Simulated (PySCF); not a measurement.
# From one method to the next for FO2V

What do other methods print for FO2V?

Method: method and basis as typed in the scripts; program: PySCF 2.14.0.

6 further runs of the same task are left out: 6 that didn't finish. Runs told in other sessions of the task aren't counted.

### Step 1. The starting structure

FO2V: 4 atoms, charge 0, spin multiplicity 1.

Bond lengths: V1–O2 1.572 Å, V1–O3 1.572 Å, V1–F4 1.747 Å. Angles: O2–V1–O3 110.1°, O2–V1–F4 117.7°, O3–V1–F4 117.7°.

### Step 2. The base run

input.py

```python
from pyscf import gto, dft

mol = gto.M(
    atom='V -0.0619 0 0.1826; O -0.8823 1.2886 -0.1901; O -0.8823 -1.2886 -0.1901; F 1.652 0 -0.158',
    basis='def2-svp',
    charge=0,
    spin=0,
    verbose=3,
)
mf = dft.RKS(mol, xc='revtpss')
mf.level_shift = 0.3
mf.kernel()
mf.dip_moment()
print('orbital energies (hartree):', mf.mo_energy[..., max(0, mol.nelec[1]-3):mol.nelec[0]+3].round(4))
```

Run with:

```sh
OMP_NUM_THREADS=1 python input.py
```

### Step 3. MP2 (RHF)

Edit 1 changes step after the SCF: none → mp2; SCF type: RKS → RHF; functional: revtpss → none (Hartree–Fock); frozen orbitals: none → 8.

input.py, as its differences from that of step 2:

```diff
@@ -1,2 +1,2 @@
-from pyscf import gto, dft
+from pyscf import gto, scf, mp
 
@@ -9,5 +9,6 @@
 )
-mf = dft.RKS(mol, xc='revtpss')
+mf = scf.RHF(mol)
 mf.level_shift = 0.3
 mf.kernel()
+mp.MP2(mf, frozen=8).kernel()
 mf.dip_moment()
```

### Step 4. Camb3lyp

Edit 2 changes functional: revtpss → camb3lyp.

input.py, as its differences from that of step 2:

```diff
@@ -9,3 +9,3 @@
 )
-mf = dft.RKS(mol, xc='revtpss')
+mf = dft.RKS(mol, xc='camb3lyp')
 mf.level_shift = 0.3
```

### Step 5. CASCI (RHF)

Edit 3 changes step after the SCF: none → casci; SCF type: RKS → RHF; functional: revtpss → none (Hartree–Fock); active space: none → 8 electrons in 8 orbitals.

input.py, as its differences from that of step 2:

```diff
@@ -1,2 +1,2 @@
-from pyscf import gto, dft
+from pyscf import gto, scf, mcscf
 
@@ -9,5 +9,8 @@
 )
-mf = dft.RKS(mol, xc='revtpss')
+mf = scf.RHF(mol)
 mf.level_shift = 0.3
 mf.kernel()
+mc = mcscf.CASCI(mf, 8, 8)
+mc.kernel()
+mc.analyze()
 mf.dip_moment()
```

**Question.** What will these runs give? Wanted: for each run, E(SCF); from base; gap; SCF dipole; after the SCF.

**Answer**, as computed:

| run | E(SCF) (hartree) | from base (eV) | gap (eV) | SCF dipole (D) | after the SCF |
| --- | --- | --- | --- | --- | --- |
| base | -1193.768352 | 0 | 2.63 | 2.97 | n/a |
| MP2 (RHF) | -1191.631885 | not comparable | 12.81 | 3.55 | MP2 correlation -29.908 eV, core frozen |
| camb3lyp | -1194.016327 | not comparable | 7.40 | 3.04 | n/a |
| CASCI (RHF) | -1191.631885 | not comparable | 12.81 | 3.55 | CASCI correlation -1.377 eV |

In words: Total energies of different functionals can't be compared with each other; differences within one functional can.
